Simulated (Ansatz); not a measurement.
# Be4OsPt2: the cost of one run

Program: Ansatz 0.2.0. Level of theory: DFT PBE, scalar-relativistic, plane waves, PAW. These are calculated values, not measurements.

**1. Starting point**

It takes space group P6/mmm (No. 191, hexagonal). The conventional cell has a = 3.455 Å, b = 3.455 Å, c = 8.596 Å, α = 90.00°, β = 90.00°, γ = 120.00°. Be (site symmetry -6m2) is surrounded by 3 Be at 1.99 Å and 6 Pt at 2.18 Å. Around Be (site symmetry 6mm) lie 1 Os at 1.45 Å. Os (site symmetry 6/mmm) has 2 Be at 1.45 Å in its first shell of neighbours. Pt (site symmetry 6mm) has 1 Pt at 1.77 Å and 1 Be at 1.97 Å in its first shell of neighbours.

Structure file:

```
Be Os Pt
1.0
     3.45535    0.00000    0.00000
    -1.72768    2.99242    0.00000
     0.00000    0.00000    8.59588
Be Os Pt
4 1 2
Direct
  0.33333 0.66667 0.00000
  0.66667 0.33333 0.00000
  0.00000 0.00000 0.66823
  0.00000 0.00000 0.33177
  0.00000 0.00000 0.50000
  0.00000 0.00000 0.89708
  0.00000 0.00000 0.10292
```

A structure generator made this guess: random cell by space group and Wyckoff sites (P6/mmm, No. 191). The dimensions are guesses.

**2. Probe: one point on a coarse mesh**

input.yaml

```yaml
crystal:
  lattice:
    - [3.45535351, 0.0, 0.0]
    - [-1.72767676, 2.99242392, 0.0]
    - [0.0, 0.0, 8.59588471]
  atoms:
    - { symbol: Be, position: [0.33333333, 0.66666667, 0.0] }
    - { symbol: Be, position: [0.66666667, 0.33333333, 0.0] }
    - { symbol: Be, position: [0.0, 0.0, 0.66823007] }
    - { symbol: Be, position: [0.0, 0.0, 0.33176993] }
    - { symbol: Os, position: [0.0, 0.0, 0.5] }
    - { symbol: Pt, position: [0.0, 0.0, 0.89708437] }
    - { symbol: Pt, position: [0.0, 0.0, 0.10291563] }
basis:
  ecutwfc: 420
kpoints:
  mp_grid: { grid: [6, 6, 2] }
hamiltonian:
  xc: pbe
scf:
  occupations: { method: gaussian, width: 0.1 }
  lower_state_search: "off"
output:
  forces: true
  stress: true
  eigenvalues: true
```

Command:

```console
$ ansatz run input.yaml --threads 1 --pin off --max-ram 2560MiB --backend cpu --events-out ev --progress --plain --runs-dir out
```

**Question.** How long does this run take on 1 thread of Intel Xeon Platinum 8488C (Sapphire Rapids), shared host, and how much memory does it need?

About 1.8 s, with a peak of 0.42 GiB.
